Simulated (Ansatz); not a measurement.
Below is the output of a Python script on the Python package of Ansatz (0.2.0) that makes a single point from a YAML input of Cs2TlSbF6, space group Fm-3m. Write a script that gives it. Settings: PBEsol, PAW, cutoff 517 eV, 3×3×3 k-points, fixed occupations.

```cif
data_structure
_symmetry_space_group_name_H-M 'P 1'
_symmetry_Int_Tables_number 1
_cell_length_a 6.9556
_cell_length_b 6.9556
_cell_length_c 6.9556
_cell_angle_alpha 60.000
_cell_angle_beta 60.000
_cell_angle_gamma 60.000
_cell_volume 237.96
loop_
_atom_site_label
_atom_site_type_symbol
_atom_site_fract_x
_atom_site_fract_y
_atom_site_fract_z
_atom_site_occupancy
Cs1 Cs 0.75000 0.75000 0.75000 1
Cs2 Cs 0.25000 0.25000 0.25000 1
Tl1 Tl 0.50000 0.50000 0.50000 1
Sb1 Sb 0.00000 0.00000 0.00000 1
F1 F 0.77529 0.22471 0.22471 1
F2 F 0.22471 0.22471 0.77529 1
F3 F 0.22471 0.77529 0.77529 1
F4 F 0.22471 0.77529 0.22471 1
F5 F 0.77529 0.22471 0.77529 1
F6 F 0.77529 0.77529 0.22471 1
```

```console
$ python run_yaml_run.py
F = E - TS               -33684.99469 eV
E                        -33684.99469 eV
Harris-Foulkes           -33684.99469 eV
Fermi level                   4.84328 eV
forces (eV/A)
  Cs   -0.0000   -0.0000   -0.0000
  Cs   -0.0000    0.0000   -0.0000
  Tl    0.0000   -0.0000   -0.0000
  Sb   -0.0000    0.0000   -0.0000
  F    -0.0637    0.0000    0.0000
  F    -0.0000    0.0000   -0.0637
  F     0.0637   -0.0000    0.0000
  F    -0.0000   -0.0637    0.0000
  F     0.0000    0.0637   -0.0000
  F    -0.0000    0.0000    0.0637
{'e_kinetic': 2052.761, 'e_hartree': 3290.648, 'e_xc': -1183.857, 'e_local': -8129.385, 'e_nonlocal': 1187.8}
```

The script that was run (others could print the same):

Script `run_yaml_run.py`:
```python
"""Run a YAML input for Cs2TlSbF6 from Python."""

import ansatz as az

INPUT = """
crystal:
  lattice:
    - [0.0, 4.918375, 4.918375]
    - [4.918375, 0.0, 4.918375]
    - [4.918375, 4.918375, 0.0]
  atoms:
    - { symbol: Cs, position: [0.75, 0.75, 0.75] }
    - { symbol: Cs, position: [0.25, 0.25, 0.25] }
    - { symbol: Tl, position: [0.5, 0.5, 0.5] }
    - { symbol: Sb, position: [0.0, 0.0, 0.0] }
    - { symbol: F, position: [0.775291, 0.224709, 0.224709] }
    - { symbol: F, position: [0.224709, 0.224709, 0.775291] }
    - { symbol: F, position: [0.224709, 0.775291, 0.775291] }
    - { symbol: F, position: [0.224709, 0.775291, 0.224709] }
    - { symbol: F, position: [0.775291, 0.224709, 0.775291] }
    - { symbol: F, position: [0.775291, 0.775291, 0.224709] }
kpoints:
  mp_grid: { grid: [3, 3, 3] }
hamiltonian:
  xc: pbesol
scf:
  occupations: { method: fixed }
basis:
  ecutwfc: "38 Ry"
output:
  forces: true
accuracy: high
"""

done = az.Session.from_yaml(INPUT).plan().execute()
r = done.report

print("%-22s %14.5f eV" % ("F = E - TS", r["free_energy_ev"]))
print("%-22s %14.5f eV" % ("E", r["internal_energy_ev"]))
print("%-22s %14.5f eV" % ("Harris-Foulkes", r["harris_foulkes_ev"]))
print("%-22s %14.5f eV" % ("Fermi level", r["fermi_energy_ev"]))

# forces in eV per angstrom
print("forces (eV/A)")
for site, force in zip(done.lattice.sites, r["forces_ev_ang"]):
    print(f"  {site.symbol:2s} {force[0]:9.4f} {force[1]:9.4f} {force[2]:9.4f}")

terms = r["components"]
print({name: round(terms[name], 3) for name in ("e_kinetic", "e_hartree", "e_xc", "e_local", "e_nonlocal")})
```

Reading the output:
- The settings weren't tested for convergence.
- The energy terms are those on the plane-wave grid, with the one-centre PAW part apart; the terms shown are only some of the summands, so they needn't add up to F.
- Under fixed occupations the level called the Fermi level is the highest filled one on the SCF mesh; off the mesh a filled band can lie a little above it.
- An absolute Fermi energy rests on an arbitrary zero of the periodic potential and has no direct meaning.
- Spin-orbit coupling, which matters for elements this heavy, is left out.
- This cell is a computed structure, which may not be the phase found in nature.
- Hardware and time: 5 s on 1 thread of Arm Neoverse V1 (shared host), peak memory 0.64 GiB.

(Lines on the test bed's own set-up are left out of the output.)
